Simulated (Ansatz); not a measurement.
# CH7BFNSi: a ladder of functionals and wavefunction methods

Aim: compute CH7BFNSi with functionals from several rungs and with coupled cluster, and see how far each lands from CCSD(T) at the basis-set limit for the atomisation energy.

Method: functionals in def2-TZVPP, the program's frozen cores in correlated methods; program: Ansatz 0.2.0, Gaussian basis.

The runs, in order: PBE-D4, r2SCAN-D4, PBE0-D4, B3LYP-D4, ωB97X-V, ωB97M-V, B2PLYP; CCSD(T)/def2-TZVPP; MP2/def2-QZVPP; extrapolation to the limit.

## 1. The relaxed structure

The geometry comes from an earlier relaxation with PBE0-D4 in a triple-zeta def2 set; it is a stationary point, not always the lowest conformer.

SMILES `C[SiH](N)BF`, 12 atoms, charge 0, spin multiplicity 1.

Atoms are counted from 1 here; the program's logs count them from 0.

Bond lengths: C1–Si2 1.880 Å, C1–H6 1.094 Å, C1–H7 1.093 Å, C1–H8 1.093 Å, Si2–N3 1.724 Å, Si2–B4 2.037 Å, Si2–H9 1.494 Å, N3–H10 1.007 Å, N3–H11 1.007 Å, B4–F5 1.326 Å, B4–H12 1.207 Å. Angles: Si2–C1–H6 110.5°, Si2–C1–H7 111.6°, Si2–C1–H8 110.7°, H6–C1–H7 108.1°, H6–C1–H8 107.8°, H7–C1–H8 107.9°, C1–Si2–N3 116.0°, C1–Si2–B4 110.0°, C1–Si2–H9 106.8°, N3–Si2–B4 106.4°, N3–Si2–H9 107.4°, B4–Si2–H9 110.2°, Si2–N3–H10 121.7°, Si2–N3–H11 120.4°, H10–N3–H11 111.1°, Si2–B4–F5 119.7°, Si2–B4–H12 125.0°, F5–B4–H12 115.2°.

Coordinates:

| atom | x (Å) | y (Å) | z (Å) |
| --- | --- | --- | --- |
| C1 | -1.2859 | 0.0978 | 1.0129 |
| Si2 | 0.1529 | 0.4591 | -0.1419 |
| N3 | 1.7290 | 0.2695 | 0.5317 |
| B4 | 0.0692 | -0.7694 | -1.7641 |
| F5 | -0.9606 | -0.6920 | -2.5955 |
| H6 | -2.2383 | 0.2665 | 0.5018 |
| H7 | -1.2683 | -0.9361 | 1.3667 |
| H8 | -1.2543 | 0.7534 | 1.8875 |
| H9 | 0.0174 | 1.8849 | -0.5660 |
| H10 | 2.0580 | 0.8542 | 1.2824 |
| H11 | 2.1645 | -0.6376 | 0.5619 |
| H12 | 0.8937 | -1.6056 | -2.0432 |

## 2. PBE-D4 (GGA)

File in.yaml:

```yaml
crystal:
  periodic: [false, false, false]
  atoms:
    - {symbol: C, position_ang: [-1.285927, 0.097815, 1.012929]}
    - {symbol: Si, position_ang: [0.152897, 0.459124, -0.141896]}
    - {symbol: N, position_ang: [1.729036, 0.269536, 0.531660]}
    - {symbol: B, position_ang: [0.069164, -0.769414, -1.764135]}
    - {symbol: F, position_ang: [-0.960596, -0.691956, -2.595517]}
    - {symbol: H, position_ang: [-2.238294, 0.266548, 0.501807]}
    - {symbol: H, position_ang: [-1.268258, -0.936130, 1.366721]}
    - {symbol: H, position_ang: [-1.254337, 0.753374, 1.887533]}
    - {symbol: H, position_ang: [0.017354, 1.884876, -0.566044]}
    - {symbol: H, position_ang: [2.058028, 0.854165, 1.282350]}
    - {symbol: H, position_ang: [2.164481, -0.637564, 0.561876]}
    - {symbol: H, position_ang: [0.893652, -1.605575, -2.043183]}
basis:
  gaussian: {orbitals: def2-TZVPP}
hamiltonian: {xc: pbe, dispersion: d4}
output: {forces: true, orbitals: {seedname: orbitals}}
```

Started as:

```bash
$ ansatz run in.yaml --threads 4 --pin off --events-out ev --progress --plain --max-ram 10444MiB
```

After this run come: r2SCAN-D4 (meta-GGA); PBE0-D4 (hybrid); B3LYP-D4 (hybrid); ωB97X-V (range-separated); ωB97M-V (range-separated); B2PLYP (double hybrid); CCSD(T) in def2-TZVPP; MP2 in def2-QZVPP.

Q: Predict the results of all the runs planned. Wanted: atomisation energy, CCSD(T)/CBS; farthest; mean size of error, hybrid; mean size of error, range-separated; gap, smallest and largest; T1 diagnostic; triples share of the correlation energy.

**Answer**, as computed:

| quantity | value |
| --- | --- |
| atomisation energy, CCSD(T)/CBS | 4373.6 kJ/mol |
| functionals within 21.9 kJ/mol (0.5 %) | r2SCAN-D4, PBE0-D4, B3LYP-D4, ωB97M-V |
| farthest | PBE-D4 (+62.5 kJ/mol) |
| mean size of error, hybrid | 8.7 kJ/mol |
| mean size of error, range-separated | 22.7 kJ/mol |
| gap, smallest and largest | 3.34 eV (PBE-D4), 10.33 eV (ωB97X-V) |
| T1 diagnostic | 0.0121 |
| triples share of the correlation energy | 3.4 % |

What this shows: PBE-D4 misses by +62.5 kJ/mol. Double hybrids carry the basis error of their MP2 part in triple zeta, and no dispersion term here, so their miss is partly the set-up's. Misses under about 21.9 kJ/mol are within the doubt on the reference itself, which lacks core-valence correlation, relativity and higher excitations. Hartree-Fock recovers 75 % of the binding; the rest is correlation. Orbital gaps span 3.3 to 10.3 eV; exact exchange widens them.
